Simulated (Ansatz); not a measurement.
# C₈H₁₀S: a ladder of functionals and wavefunction methods

The task here is to estimate one member of a computed series from the others.

Program: Ansatz 0.2.0, Gaussian basis. Level of theory: functionals in def2-TZVPP, the program's frozen cores in correlated methods. These are calculated values, not measurements.

Levels to be run: LDA (SPW92), PBE-D4, revPBE-D4, BLYP-D4, r2SCAN-D4, B97M-V, PBE0-D4, B3LYP-D4, r2SCANh-D4, r2SCAN0-D4, HSE06-D4, BHLYP-D4, CAM-B3LYP-D4, LC-ωPBE, ωB97X-V, ωB97M-V, B2PLYP, PBE-QIDH; CCSD(T)/def2-SVP; CCSD(T)/def2-TZVPP; MP2/def2-QZVPP; extrapolation to the limit; RPA on PBE.

## The relaxed structure

All runs share one geometry, relaxed beforehand with PBE0-D4 in a triple-zeta def2 set.

19 atoms, charge 0, spin multiplicity 1.

Atoms are counted from 1 here; the program's logs count them from 0.

Bond lengths: C1–C2 1.515 Å, C1–H10 1.091 Å, C1–H11 1.091 Å, C1–H12 1.094 Å, C2–S3 1.803 Å, C2–H13 1.093 Å, C2–H14 1.093 Å, S3–C4 1.757 Å, C4–C5 1.392 Å, C4–C9 1.395 Å, C5–C6 1.387 Å, C5–H15 1.082 Å, C6–C7 1.386 Å, C6–H16 1.084 Å, C7–C8 1.388 Å, C7–H17 1.083 Å, C8–C9 1.383 Å, C8–H18 1.084 Å and more. Angles: C2–C1–H10 111.4°, C2–C1–H11 110.6°, C2–C1–H12 110.4°, H10–C1–H11 107.8°, H10–C1–H12 108.0°, H11–C1–H12 108.4°, C1–C2–S3 114.4°, C1–C2–H13 110.9°, C1–C2–H14 112.1°, S3–C2–H13 103.1°, S3–C2–H14 109.4°, H13–C2–H14 106.3°, C2–S3–C4 104.2°, S3–C4–C5 124.5°, S3–C4–C9 116.5°, C5–C4–C9 119.0°, C4–C5–C6 120.2°, C4–C5–H15 120.7° and more.

Set-up of the first run:

The input, in.yaml:

```yaml
crystal:
  periodic: [false, false, false]
  atoms:
    - {symbol: C, position_ang: [-2.114925, -1.237930, 1.324939]}
    - {symbol: C, position_ang: [-2.442507, 0.000024, 0.514541]}
    - {symbol: S, position_ang: [-1.678198, 0.045534, -1.117318]}
    - {symbol: C, position_ang: [0.035010, 0.245882, -0.783949]}
    - {symbol: C, position_ang: [0.554491, 0.709169, 0.421469]}
    - {symbol: C, position_ang: [1.923313, 0.872613, 0.573341]}
    - {symbol: C, position_ang: [2.790134, 0.589048, -0.469671]}
    - {symbol: C, position_ang: [2.273579, 0.131925, -1.674322]}
    - {symbol: C, position_ang: [0.910792, -0.046423, -1.830262]}
    - {symbol: H, position_ang: [-1.043468, -1.317151, 1.515783]}
    - {symbol: H, position_ang: [-2.427389, -2.138628, 0.794196]}
    - {symbol: H, position_ang: [-2.629692, -1.209212, 2.289583]}
    - {symbol: H, position_ang: [-3.511046, 0.046173, 0.289178]}
    - {symbol: H, position_ang: [-2.203548, 0.919797, 1.053694]}
    - {symbol: H, position_ang: [-0.100860, 0.951232, 1.248163]}
    - {symbol: H, position_ang: [2.311607, 1.230901, 1.520277]}
    - {symbol: H, position_ang: [3.858424, 0.719805, -0.345467]}
    - {symbol: H, position_ang: [2.938410, -0.097943, -2.499332]}
    - {symbol: H, position_ang: [0.514171, -0.418917, -2.768443]}
basis:
  gaussian: {orbitals: def2-TZVPP}
hamiltonian: {xc: lda}
output: {orbitals: {seedname: orbitals}}
```

Steps of the session up to this table: LDA; PBE-D4 (GGA); revPBE-D4 (GGA); BLYP-D4 (GGA); r2SCAN-D4 (meta-GGA); B97M-V (meta-GGA); PBE0-D4 (hybrid); B3LYP-D4 (hybrid); r2SCANh-D4 (hybrid); r2SCAN0-D4 (hybrid); HSE06-D4 (hybrid); BHLYP-D4 (hybrid); CAM-B3LYP-D4 (range-separated); LC-ωPBE (range-separated); ωB97X-V (range-separated); ωB97M-V (range-separated); B2PLYP (double hybrid); PBE-QIDH (double hybrid).

One of the session's tables, all rows but one given; the rest of the session is left out.

It belongs to the step «Orbital energies across the functionals». 

```
  functional  HOMO (eV)  gap (eV)
 LDA (SPW92)      -5.18      3.75
      PBE-D4      -5.02      3.83
   revPBE-D4      -4.96      3.87
     BLYP-D4      -4.85      3.83
   r2SCAN-D4      -5.19      4.18
      B97M-V          ?         ?
     PBE0-D4      -6.02      5.72
    B3LYP-D4      -5.81      5.34
  r2SCANh-D4      -5.57      4.88
  r2SCAN0-D4      -6.14      5.93
    HSE06-D4      -5.63      4.96
    BHLYP-D4      -6.86      7.59
CAM-B3LYP-D4      -7.21      7.98
     LC-ωPBE      -8.48     10.25
     ωB97X-V      -8.15      9.91
     ωB97M-V      -8.04      9.72
```

Q: Estimate the row for B97M-V from the others.

**Answer.** HOMO (eV): -5.24; gap (eV): 4.29. In the column «HOMO (eV)» it lies between r2SCANh-D4 (-5.57) and r2SCAN-D4 (-5.19).
